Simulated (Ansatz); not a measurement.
# NbTe4Mo: the cost of one run

Method: DFT PBE, scalar-relativistic, plane waves, PAW, unless a step names another level, in Ansatz 0.2.0.

1 further run of the same task is left out (set aside as unsound or not needed).

**1. The structure to begin with**

It takes space group P-6m2 (No. 187, hexagonal). Conventional cell: a = 3.623 Å, b = 3.623 Å, c = 14.736 Å, α = 90.00°, β = 90.00°, γ = 120.00°. Nb (site symmetry -6m2) is surrounded by 6 Te at 2.80 Å. Te (site symmetry 3m) has 3 Nb at 2.80 Å as nearest neighbours. Te (site symmetry 3m) is surrounded by 3 Mo at 2.75 Å. Around Mo (site symmetry -6m2) lie 6 Te at 2.75 Å.

Coordinates:

```cif
data_structure
_symmetry_space_group_name_H-M 'P 1'
_symmetry_Int_Tables_number 1
_cell_length_a 3.6234
_cell_length_b 3.6234
_cell_length_c 14.7359
_cell_angle_alpha 90.000
_cell_angle_beta 90.000
_cell_angle_gamma 120.000
_cell_volume 167.55
loop_
_atom_site_label
_atom_site_type_symbol
_atom_site_fract_x
_atom_site_fract_y
_atom_site_fract_z
_atom_site_occupancy
Nb1 Nb 0.66667 0.33333 0.50000 1
Te1 Te 0.33333 0.66667 0.37328 1
Te2 Te 0.66667 0.33333 0.87898 1
Te3 Te 0.33333 0.66667 0.62672 1
Te4 Te 0.66667 0.33333 0.12102 1
Mo1 Mo 0.33333 0.66667 0.00000 1
```

The cell was relaxed beforehand at this level, from a generated guess; it needn't be the stable form of this composition. At a tolerance of 0.05 Å it has space group P-6m2 (No. 187); it has 27.92 Å³/atom, an uncorrected energy of -0.35 eV/atom over the elements.

**2. Electronic structure at the relaxed geometry**

The input, input.yaml:

```yaml
crystal:
  lattice:
    - [3.6233800762, 0.0, 0.0]
    - [-1.8116900381, 3.1379391936, 0.0]
    - [0.0, 0.0, 14.7358980545]
  atoms:
    - { symbol: Nb, position: [0.6666666667, 0.3333333333, 0.5] }
    - { symbol: Te, position: [0.3333333333, 0.6666666667, 0.3732772355] }
    - { symbol: Te, position: [0.6666666667, 0.3333333333, 0.8789822314] }
    - { symbol: Te, position: [0.3333333333, 0.6666666667, 0.6267227645] }
    - { symbol: Te, position: [0.6666666667, 0.3333333333, 0.1210177686] }
    - { symbol: Mo, position: [0.3333333333, 0.6666666667, 0.0] }
basis:
  ecutwfc: 420
kpoints:
  mp_grid: { grid: [12, 12, 4] }
  band_path:
    path:
      - [[0.0, 0.0, 0.0], [0.5, 0.0, 0.0], [0.33333333, 0.33333333, 0.0], [0.0, 0.0, 0.0], [0.0, 0.0, 0.5], [0.5, 0.0, 0.5], [0.33333333, 0.33333333, 0.5], [0.0, 0.0, 0.5]]
      - [[0.5, 0.0, 0.5], [0.5, 0.0, 0.0]]
      - [[0.33333333, 0.33333333, 0.5], [0.33333333, 0.33333333, 0.0]]
    npoints: 14
hamiltonian:
  xc: pbe
scf:
  occupations: { method: gaussian, width: 0.1 }
  n_extra_bands: 15
output:
  forces: true
  stress: true
  eigenvalues: true
  populations: true
  dos: { projected: true, de: 0.02, nscf_kmesh: { grid: [15, 15, 5] } }
  bader: true
  write_density: true
  write_potential: true
  elf: true
  volumetric_format: npy
```

Command:

```
$ ansatz run input.yaml --threads 1 --pin off --max-ram 2560MiB --backend cpu --events-out ev --progress --plain --runs-dir out
```

**Question.** How long does this run take on 1 thread of Intel Xeon at 2.50GHz (Skylake/Cascade Lake), shared host, and how much memory does it need?

About 7.7 min, with a peak of 1 GiB.
